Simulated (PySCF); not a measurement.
# BH2Ph: geometry, NMR shifts, electronic excitations, spin-spin couplings and core binding energies

Wanted: the NMR shifts, electronic excitations, spin-spin couplings and core binding energies of BH2Ph (`[H]B([H])c1ccccc1`), by calculation.

The runs use PySCF 2.14.0, with density-fitted response routines of our own; the level of theory stands in each step. All values are computed, except where a source is named. Atoms are numbered from 0 throughout.

## 1. Starting geometry

14 atoms, charge 0, multiplicity 1; geometry from: GFN2-xTB. The atoms were then displaced at random by about 0.03 Å, so the start is not that level's minimum.

Bonds of the start (Å): B0–H1 1.15, B0–H2 1.23, B0–C3 1.45, C3–C4 1.42, C3–C8 1.39, C4–C5 1.35, C4–H9 1.14, C5–C6 1.37, C5–H10 1.12, C6–C7 1.41, C6–H11 1.08, C7–C8 1.36, C7–H12 1.14, C8–H13 1.10.

## 2. Relaxing the molecule at PBE0-D3(BJ)/def2-SVP

What the job is given:

```
{"job": {"xc": "PBE0", "basis": "def2-SVP", "d3": "d3bj", "grid": 1, "maxiter": 40, "shake": 0.03, "kind": "geom"}, "charge": 0, "multiplicity": 1}
B      1.307060     2.002360     0.005040
H      1.677990     2.485060     0.981240
H      1.341890     2.658300    -1.033560
C      0.550550     0.761780    -0.012510
C      0.206880     0.024090     1.152180
C     -0.506680    -1.126510     1.184210
C     -0.963650    -1.663900     0.006270
C     -0.729750    -0.963850    -1.199320
C     -0.073600     0.222140    -1.125830
H      0.591680     0.430860     2.143930
H     -0.689810    -1.675740     2.146970
H     -1.528990    -2.583000     0.028710
H     -1.247770    -1.351240    -2.138870
H      0.044770     0.735830    -2.095230
```

Run with:

```
> OMP_NUM_THREADS=1 python probes_run.py task.json out
```

This one command runs all jobs of the session in turn.

**Question.** This job is followed by: GIAO PBE0/pcSseg-1 NMR shielding, non-relativistic, gas phase; TDDFT CAM-B3LYP/def2-SVPD, vertical, gas phase, core orbitals frozen in the response; B3LYP/pcJ-1 indirect spin-spin coupling, non-relativistic, gas phase; GIAO wB97X-D/pcSseg-1 NMR shielding, non-relativistic, gas phase; delta-SCF UKS SCAN, pcX-2 on the ionised atom (unc-x2c-TZVPall on a metal), pcseg-1 elsewhere, spin-free X2C. What will the session give for the following? point group; rotational constants (main isotopes); ¹³C shifts against TMS (PBE0/pcSseg-1, means over atoms taken as alike); ¹H shifts against TMS (PBE0/pcSseg-1, means over atoms taken as alike); ¹¹B shifts against BF3·OEt2 (PBE0/pcSseg-1); surface potential, 1st and 99th percentile; lowest singlet (CAM-B3LYP/def2-SVPD); brightest single state of those computed; lowest triplet; vertical ionisation energy (ΔSCF); vertical electron affinity (ΔSCF); largest coupling of the table (B3LYP/pcJ-1); C1s binding energies, SCAN/pcX-2; range of the shift of B0.

**Answer**, as computed:

| quantity | value |
| --- | --- |
| point group | C2v |
| rotational constants (main isotopes) | 5.55, 2.66, 1.80 GHz |
| ¹³C shifts against TMS (PBE0/pcSseg-1, means over atoms taken as alike) | 150.5, 147.1, 141.5, 133.2 ppm |
| ¹H shifts against TMS (PBE0/pcSseg-1, means over atoms taken as alike) | 8.18, 7.73, 7.64, 7.27 ppm |
| ¹¹B shifts against BF3·OEt2 (PBE0/pcSseg-1) | 75.9 ppm |
| surface potential, 1st and 99th percentile | -0.51 V and 1.01 V |
| lowest singlet (CAM-B3LYP/def2-SVPD) | 4.77 eV (260 nm), f = 0.025 |
| brightest single state of those computed | state 6, 6.70 eV, f = 0.450 |
| lowest triplet | 3.61 eV |
| vertical ionisation energy (ΔSCF) | 9.48 eV |
| vertical electron affinity (ΔSCF) | 0.33 eV |
| largest coupling of the table (B3LYP/pcJ-1) | ¹J(C,H) C4–H9, 168.7 Hz |
| C1s binding energies, SCAN/pcX-2 | C6 290.57, C5 290.44, C4 290.40, C3 289.94 eV |
| range of the shift of B0 | 73.0 to 75.9 ppm |

The start was shaken at random, so part of the energy gained undoes that. Over 8 steps the energy fell by 0.598 eV; of the close pairs, B0–C3 changed most, 1.453 to 1.539 Å. NICS(1)zz of -28 ppm above the planar ring from C3 marks a diatropic (aromatic) ring current. By nearest atom (PBE0/pcSseg-1), the HOMO sits on 4 C atoms about 21 % each and the LUMO on B0 35 %; C6 13 %. The first singlet state (HOMO→LUMO 0.86, HOMO−1→LUMO+1 0.12) lies at 4.77 eV and is weak; of the 10 states computed, the strongest absorption comes from state 6 at 6.70 eV. The lowest triplet lies 1.16 eV below the lowest singlet (triplets in Tamm-Dancoff, singlets in full TDDFT). ΔSCF puts the ionisation energy at 9.48 eV, 0.70 eV above −ε(HOMO). Of the pairs tabulated at B3LYP/pcJ-1, C4–H9 (mean over like pairs) couples most strongly (168.7 Hz; Fermi contact 168.0 Hz). C6 (carbon bonded to 2 C, H) binds its C1s electron 0.62 eV more tightly than C3 (carbon bonded to 2 C, B). Across the 2 runs the shift of B0 moves most, between 73.0 (wB97X-D/pcSseg-1) and 75.9 ppm (PBE0/pcSseg-1).
